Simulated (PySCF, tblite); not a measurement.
# C8H16Si: geometry, infrared bands, NMR shifts and electronic excitations

Aim: predict the infrared bands, NMR shifts and electronic excitations of C8H16Si (`CC[C@@H]1C[C@H](C2CC2)[SiH2]1`).

Computed with tblite 0.8.0 and PySCF 2.14.0, with density-fitted response routines of our own, on a single molecule in the gas phase. Atoms count from 0, in the outputs and in this text.

### Step 1. The molecule as given

25 atoms, charge 0, multiplicity 1; geometry from: force field or distance geometry start.

Bonds of the start (Å): C0–C1 1.54, C1–C2 1.51, C2–C3 1.57, C3–C4 1.56, C4–C5 1.51, C5–C6 1.50, C6–C7 1.51, C4–Si8 1.93, Si8–C2 1.92, C7–C5 1.50, C0–H9 1.10, C0–H10 1.10, C0–H11 1.08, C1–H12 1.08, C1–H13 1.10, C2–H14 1.11, C3–H15 1.12, C3–H16 1.10, C4–H17 1.09, C5–H18 1.08, C6–H19 1.08, C6–H20 1.09, C7–H21 1.09, C7–H22 1.09, Si8–H23 1.49, Si8–H24 1.49.

### Step 2. Relaxing the molecule with GFN2-xTB

What the job is given:

```
{"job": {"kind": "relax", "xc": "GFN2-xTB", "basis": "xTB"}, "charge": 0, "multiplicity": 1}
C      3.605200    -0.499600     0.556200
C      2.650800    -0.277100    -0.629200
C      1.423500     0.468100    -0.165600
C      0.360700    -0.313700     0.680900
C     -0.904100     0.448100     0.170600
C     -2.222900    -0.278400     0.064500
C     -3.537000     0.424500    -0.124400
C     -3.220900    -0.249000     1.189400
Si     0.048900     0.671900    -1.493800
H      3.888700     0.457500     1.006700
H      3.117700    -1.099600     1.336900
H      4.498000    -1.020800     0.231700
H      3.181000     0.290800    -1.381100
H      2.403800    -1.256900    -1.055300
H      1.652200     1.462900     0.259100
H      0.512400    -0.217200     1.784000
H      0.341300    -1.401300     0.494700
H     -1.015300     1.424300     0.646800
H     -2.084900    -1.231500    -0.426300
H     -4.265600    -0.041300    -0.764500
H     -3.557600     1.511700    -0.132100
H     -3.749000    -1.172600     1.420100
H     -3.022600     0.382100     2.059000
H     -0.074100    -0.495800    -2.414400
H     -0.041500     2.037100    -2.089100
```

Started as:

```bash
OMP_NUM_THREADS=1 python probes_run.py task.json out
```

This one command runs all jobs of the session in turn.

**Question.** This job is followed by: GFN2-xTB harmonic vibrations, gas phase; PBE0-D3(BJ)/def2-SVP geometry optimisation, gas phase; GIAO PBE0/pcSseg-1 NMR shielding, non-relativistic, gas phase; TDDFT wB97X-D/def2-SVPD, vertical, gas phase, core orbitals frozen in the response; GIAO KT2/pcSseg-1 NMR shielding, non-relativistic, gas phase. Predict these results of the whole session: strongest single infrared mode (GFN2-xTB); zero-point energy (GFN2-xTB); point group; rotational constants (main isotopes); ¹³C shifts against TMS (PBE0/pcSseg-1); ¹H shifts against TMS (PBE0/pcSseg-1, means over atoms taken as alike); ²⁹Si shifts against TMS (PBE0/pcSseg-1); lowest singlet (wB97X-D/def2-SVPD); brightest single state of those computed; lowest triplet; vertical ionisation energy (ΔSCF); range of the shift of C4.

The runs gave:

| quantity | value |
| --- | --- |
| strongest single infrared mode (GFN2-xTB) | 2262 cm⁻¹, 505 km/mol |
| zero-point energy (GFN2-xTB) | 135.2 kcal/mol |
| point group | C1 |
| rotational constants (main isotopes) | 2.89, 0.68, 0.58 GHz |
| ¹³C shifts against TMS (PBE0/pcSseg-1) | 37.0, 30.3, 29.4, 24.8, 15.9, 15.4, 8.3, 6.2 ppm |
| ¹H shifts against TMS (PBE0/pcSseg-1, means over atoms taken as alike) | 4.86, 4.36, 2.74, 1.48, 1.45, 1.28, 1.07, 0.91, 0.53, 0.46, 0.42, 0.28, -0.02, -0.10 ppm |
| ²⁹Si shifts against TMS (PBE0/pcSseg-1) | -22.4 ppm |
| lowest singlet (wB97X-D/def2-SVPD) | 6.78 eV (183 nm), f = 0.034 |
| brightest single state of those computed | state 7, 7.99 eV, f = 0.082 |
| lowest triplet | 6.38 eV |
| vertical ionisation energy (ΔSCF) | 8.99 eV |
| range of the shift of C4 | 30.3 to 33.9 ppm |

Relaxing lowered the energy by 0.365 eV in 106 steps; the close pair that moved most is Si8–H24, from 1.492 to 1.462 Å (GFN2-xTB). All 69 modes are real, so the xTB geometry is a minimum. The strongest single mode, at 2262 cm⁻¹, moves mainly H24 and H23. Unscaled tight-binding wavenumbers are off by several per cent, some by more. Its intensities can rank the bands wrongly. Over 10 steps the energy fell by 0.272 eV; of the close pairs, Si8–H24 changed most, 1.452 to 1.498 Å (PBE0/def2-SVP). No frequency check was run at this level, so the end point may be a saddle. At PBE0/pcSseg-1: The widest tensor belongs to Si8: span 77 ppm, with a paramagnetic part of -508 ppm. The first singlet state (HOMO→LUMO 0.66, HOMO−1→LUMO 0.20) lies at 6.78 eV and is weak; of the 10 states computed, the strongest absorption comes from state 7 at 7.99 eV. The lowest triplet lies 0.40 eV below the lowest singlet (triplets in Tamm-Dancoff, singlets in full TDDFT). ΔSCF puts the ionisation energy at 8.99 eV, 0.02 eV above −ε(HOMO). Across the 2 runs the shift of C4 moves most, between 30.3 (PBE0/pcSseg-1) and 33.9 ppm (KT2/pcSseg-1).
